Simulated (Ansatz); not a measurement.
**SiH₂I+ (SMILES [SiH2+]I): one structure at several levels**

One table from this session's results is given with a row withheld; the runs are named, their logs left out.

The runs use Ansatz 0.2.0, Gaussian basis; single points in def2-TZVPP.

Cores are frozen in the correlated methods. Filled d shells of the heavier atoms are correlated. Core potentials replace the inner electrons past krypton, and spin-orbit coupling is left out.

**Where the work starts**

SMILES `[SiH2+]I`, 4 atoms, charge 1, spin multiplicity 1.

Atoms are counted from 1 here; the program's logs count them from 0.

Bond lengths: Si1–I2 2.474 Å, Si1–H3 1.274 Å, Si1–H4 1.429 Å. Angles: I2–Si1–H3 114.3°, I2–Si1–H4 105.3°, H3–Si1–H4 139.7°.

Geometry (Å):

```xyz
4
H2ISi
Si   -0.44040    0.08680   -0.17220
I     1.78740   -0.36130    0.80620
H    -1.36770   -0.66740    0.26990
H    -0.27970    1.27820   -0.94420
```

Set-up of the first run:

File run/in.yaml:

```yaml
crystal:
  periodic: [false, false, false]
  atoms:
    - {symbol: Si, position_ang: [-0.440400, 0.086800, -0.172200]}
    - {symbol: I, position_ang: [1.787400, -0.361300, 0.806200]}
    - {symbol: H, position_ang: [-1.367700, -0.667400, 0.269900]}
    - {symbol: H, position_ang: [-0.279700, 1.278200, -0.944200]}
basis:
  gaussian: {orbitals: def2-TZVPP}
total_charge: 1
correlation: {method: ccsd_t}
output: {forces: true}
```

The command line of these runs was not kept.

Among the steps run: CCSD(T)/def2-TZVPP; PBE0-D4/def2-TZVPP; wB97M-V/def2-TZVPP; r2SCAN-D4/def2-TZVPP; PBE-D4/def2-TZVPP; HSE06-D4/def2-TZVPP; CAM-B3LYP-D4/def2-TZVPP.

One of the session's tables, all rows but one given; the rest of the session is left out.

| method | RMS force component (eV/Å) | angle to CCSD(T) forces (°) |
| --- | --- | --- |
| CCSD(T) | 2.826 | reference |
| PBE0-D4 | 2.852 | 0.9 |
| wB97M-V | 2.819 | 1.5 |
| r2SCAN-D4 | 2.811 | 1.1 |
| PBE-D4 | 2.791 | 3.6 |
| HSE06-D4 | ? | ? |
| CAM-B3LYP-D4 | 2.815 | 0.7 |

Q: Estimate the row for HSE06-D4 from the others.

As computed: RMS force component (eV/Å): 2.849; angle to CCSD(T) forces (°): 1.0. In the column «RMS force component (eV/Å)» it lies between CCSD(T) (2.826) and PBE0-D4 (2.852).
